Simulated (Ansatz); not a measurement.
# H₈N₂OSi₂: up Jacob's ladder to CCSD(T)

One table from this session's results is given with a row withheld; the runs are named, their logs left out.

Program: Ansatz 0.2.0, Gaussian basis. Level of theory: functionals in def2-TZVPP, the program's frozen cores in correlated methods. These are calculated values, not measurements.

Plan: LDA (SPW92), PBE-D4, revPBE-D4, BLYP-D4, r2SCAN-D4, B97M-V, PBE0-D4, B3LYP-D4, r2SCANh-D4, r2SCAN0-D4, HSE06-D4, BHLYP-D4, CAM-B3LYP-D4, LC-ωPBE, ωB97X-V, ωB97M-V, B2PLYP, PBE-QIDH; CCSD(T)/def2-SVP; CCSD(T)/def2-TZVPP; MP2/def2-QZVPP; extrapolation to the limit; RPA on PBE.

## The geometry

The geometry comes from an earlier relaxation with PBE0-D4 in a triple-zeta def2 set; it is a stationary point, not always the lowest conformer.

SMILES `N[SiH](O)N[SiH3]`, 13 atoms, charge 0, spin multiplicity 1.

Atoms are counted from 1 here; the program's logs count them from 0.

Bond lengths: N1–Si2 1.705 Å, N1–H6 1.007 Å, N1–H7 1.007 Å, Si2–O3 1.648 Å, Si2–N4 1.719 Å, Si2–H8 1.479 Å, O3–H9 0.959 Å, N4–Si5 1.728 Å, N4–H10 1.009 Å, Si5–H11 1.489 Å, Si5–H12 1.487 Å, Si5–H13 1.487 Å. Angles: Si2–N1–H6 121.9°, Si2–N1–H7 121.0°, H6–N1–H7 111.9°, N1–Si2–O3 119.2°, N1–Si2–N4 106.5°, N1–Si2–H8 106.5°, O3–Si2–N4 106.0°, O3–Si2–H8 102.8°, N4–Si2–H8 116.5°, Si2–O3–H9 117.9°, Si2–N4–Si5 127.2°, Si2–N4–H10 116.3°, Si5–N4–H10 115.9°, N4–Si5–H11 111.2°, N4–Si5–H12 107.5°, N4–Si5–H13 113.2°, H11–Si5–H12 108.6°, H11–Si5–H13 107.3° and more.

The first run:

Contents of in.yaml:

```yaml
crystal:
  periodic: [false, false, false]
  atoms:
    - {symbol: N, position_ang: [-1.344878, -0.339060, 1.864606]}
    - {symbol: Si, position_ang: [-1.033323, -0.191058, 0.194993]}
    - {symbol: O, position_ang: [-0.763339, -1.551115, -0.694769]}
    - {symbol: N, position_ang: [0.389903, 0.761903, 0.046802]}
    - {symbol: Si, position_ang: [1.577097, 0.676712, -1.205446]}
    - {symbol: H, position_ang: [-0.616610, -0.557213, 2.524619]}
    - {symbol: H, position_ang: [-2.251396, -0.621028, 2.199368]}
    - {symbol: H, position_ang: [-2.262836, 0.360333, -0.415428]}
    - {symbol: H, position_ang: [-0.005207, -2.092150, -0.467282]}
    - {symbol: H, position_ang: [0.470814, 1.545604, 0.677548]}
    - {symbol: H, position_ang: [2.231935, -0.660274, -1.235159]}
    - {symbol: H, position_ang: [2.610199, 1.705799, -0.914053]}
    - {symbol: H, position_ang: [1.018139, 0.926746, -2.560899]}
basis:
  gaussian: {orbitals: def2-TZVPP}
hamiltonian: {xc: lda}
output: {orbitals: {seedname: orbitals}}
```

On the command line:

```
$ ansatz run in.yaml --threads 4 --pin off --events-out ev --progress --plain --max-ram 10444MiB
```

Steps of the session up to this table: LDA; PBE-D4 (GGA); revPBE-D4 (GGA); BLYP-D4 (GGA); r2SCAN-D4 (meta-GGA); B97M-V (meta-GGA); PBE0-D4 (hybrid); B3LYP-D4 (hybrid); r2SCANh-D4 (hybrid); r2SCAN0-D4 (hybrid); HSE06-D4 (hybrid); BHLYP-D4 (hybrid); CAM-B3LYP-D4 (range-separated); LC-ωPBE (range-separated); ωB97X-V (range-separated); ωB97M-V (range-separated); B2PLYP (double hybrid); PBE-QIDH (double hybrid).

One table of the session follows, with a row left open; its other results are not shown here.

It belongs to the step «Frontier levels by functional». 

```
  functional  HOMO (eV)  LUMO (eV)  gap (eV)
 LDA (SPW92)      -6.32      -0.73      5.59
      PBE-D4      -6.21      -0.50      5.71
   revPBE-D4      -6.16      -0.39      5.77
     BLYP-D4      -6.09      -0.43      5.66
   r2SCAN-D4      -6.52       0.00      6.52
      B97M-V      -6.66      -0.37      6.30
     PBE0-D4      -7.57       0.34      7.90
    B3LYP-D4      -7.34       0.07      7.41
  r2SCANh-D4      -7.02       0.27      7.29
  r2SCAN0-D4      -7.78       0.65      8.43
    HSE06-D4      -7.16      -0.03      7.13
    BHLYP-D4          ?          ?         ?
CAM-B3LYP-D4      -8.96       1.20     10.16
     LC-ωPBE     -10.34       2.44     12.78
     ωB97X-V      -9.99       2.24     12.23
     ωB97M-V      -9.88       1.85     11.72
```

**Question.** Estimate the row for BHLYP-D4.

Worked estimate for «HOMO (eV)». Against the share of exact exchange, BLYP-D4 (0, -6.09), B3LYP-D4 (0.2, -7.34) give a slope of -6.25 per unit share; at 0.5 the line stands at -9.21.

**Answer.** HOMO (eV): -8.85; LUMO (eV): 1.07; gap (eV): 9.92. In «HOMO (eV)» the line misses by -0.36.
